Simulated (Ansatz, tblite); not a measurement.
**The cluster In4H8O10: one state, many levels**

One table from this session's results is given with a row withheld; the runs are named, their logs left out.

Method: as each input shows; program: Ansatz 0.2.0, Gaussian basis.

The runs, in order: GFN1-xTB, GFN2-xTB, PBE-D4/def2-SVP, r2SCAN-D4/def2-SVP, MP2/def2-SVP, RPA/def2-SVP.

7 further runs of the same task are left out: 4 that didn't finish, 3 set aside as unsound or not needed. Runs told in other sessions of the task aren't counted.

## The relaxed structure

The geometry is that of the singlet, from an earlier relaxation (PBE-D4/def2-SVP).

22 atoms, charge 0, spin multiplicity 1.

Bond lengths: In1–O8 2.227 Å, In1–O9 2.022 Å, In1–O11 2.215 Å, In1–O12 2.227 Å, In1–O13 2.273 Å, In2–O6 2.214 Å, In2–O7 2.012 Å, In2–O12 2.075 Å, In2–O13 2.128 Å, In3–O5 2.073 Å, In3–O8 2.163 Å, In3–O10 2.018 Å, In3–O12 2.137 Å, In4–O6 2.215 Å, In4–O11 2.119 Å, In4–O13 2.099 Å, In4–O14 2.009 Å, O5–H15 0.986 Å and more. Angles: O8–In1–O9 102.2°, O8–In1–O11 84.5°, O8–In1–O12 78.9°, O8–In1–O13 149.2°, O9–In1–O11 127.8°, O9–In1–O12 125.6°, O9–In1–O13 108.3°, O11–In1–O12 106.5°, O11–In1–O13 80.3°, O12–In1–O13 80.0°, O6–In2–O7 108.3°, O6–In2–O12 102.9°, O6–In2–O13 83.6°, O7–In2–O12 131.1°, O7–In2–O13 132.4°, O12–In2–O13 87.0°, O5–In3–O8 93.9°, O5–In3–O10 127.4° and more.

In takes a core potential in the def2 sets. No spin-orbit coupling is included.

PBE0-D4/def2-SVP was run before; its log isn't repeated, and its numbers join the tables.

Set-up of the first run:

Tight binding, by tblite at 300 K electronic temperature and without a spin-polarisation term:

```python
tblite.interface.Calculator('GFN1-xTB', numbers, positions, charge=0, uhf=0).singlepoint()
```

Tight binding, by tblite at 300 K electronic temperature and without a spin-polarisation term:

```python
tblite.interface.Calculator('GFN2-xTB', numbers, positions, charge=0, uhf=0).singlepoint()
```

start.molden holds the orbitals of an earlier run on this state, given as this run's starting guess.

The input, in.yaml:

```yaml
crystal:
  periodic: [false, false, false]
  atoms:
    - {symbol: In, position_ang: [1.341944, -0.351663, 1.195381]}
    - {symbol: In, position_ang: [0.629458, -0.183143, -1.960286]}
    - {symbol: In, position_ang: [-1.447712, -1.828348, 0.693669]}
    - {symbol: In, position_ang: [0.366074, 2.446168, -0.130351]}
    - {symbol: O, position_ang: [-2.182509, 0.108548, 0.767610]}
    - {symbol: O, position_ang: [-0.920928, 1.345757, -1.558062]}
    - {symbol: O, position_ang: [0.746878, -0.453572, -3.951024]}
    - {symbol: O, position_ang: [-0.119059, -1.546460, 2.377692]}
    - {symbol: O, position_ang: [3.094647, -0.809887, 2.093387]}
    - {symbol: O, position_ang: [-2.504742, -3.534668, 0.483096]}
    - {symbol: O, position_ang: [-0.009158, 1.345450, 1.641208]}
    - {symbol: O, position_ang: [0.358570, -1.538191, -0.411793]}
    - {symbol: O, position_ang: [1.785213, 0.972299, -0.598039]}
    - {symbol: O, position_ang: [0.198346, 4.433283, -0.372159]}
    - {symbol: H, position_ang: [-2.123784, 0.478206, -0.144605]}
    - {symbol: H, position_ang: [-1.314553, 1.831136, -2.309644]}
    - {symbol: H, position_ang: [0.946896, -1.394085, -4.128947]}
    - {symbol: H, position_ang: [0.285714, -2.361793, 2.733164]}
    - {symbol: H, position_ang: [3.815602, -0.501851, 1.509781]}
    - {symbol: H, position_ang: [-1.898022, -4.200898, 0.102407]}
    - {symbol: H, position_ang: [-0.936743, 0.929696, 1.493408]}
    - {symbol: H, position_ang: [-0.112163, 4.814005, 0.474098]}
basis:
  gaussian: {orbitals: def2-SVP, initial_orbitals: start.molden}
hamiltonian: {xc: pbe, dispersion: d4}
scf: {omitted_lower_state_checks: [starts]}
output: {orbitals: {seedname: orbitals}}
```

On the command line:

```console
$ ansatz run in.yaml --threads 4 --pin off --events-out ev --progress --plain --max-ram 6963MiB
```

Among the steps run: PBE-D4/def2-SVP; r2SCAN-D4/def2-SVP; MP2/def2-SVP; RPA/def2-SVP.

One of the session's tables, all rows but one given; the rest of the session is left out.

It belongs to the step «Binding energy». 

```
             level  binding an atom (eV)
       HF/def2-SVP                     ?
   PBE-D4/def2-SVP                 3.686
r2SCAN-D4/def2-SVP                 3.596
  PBE0-D4/def2-SVP                 3.504
      MP2/def2-SVP                 3.535
```

Q: Estimate the row for HF/def2-SVP from the others.

**Answer.** binding an atom (eV): 2.176. In the column «binding an atom (eV)» it is the lowest.

Limits of these values: Free atoms were run apart at each level; binding is atoms less cluster, divided by the number of atoms, without zero-point or spin-orbit terms.
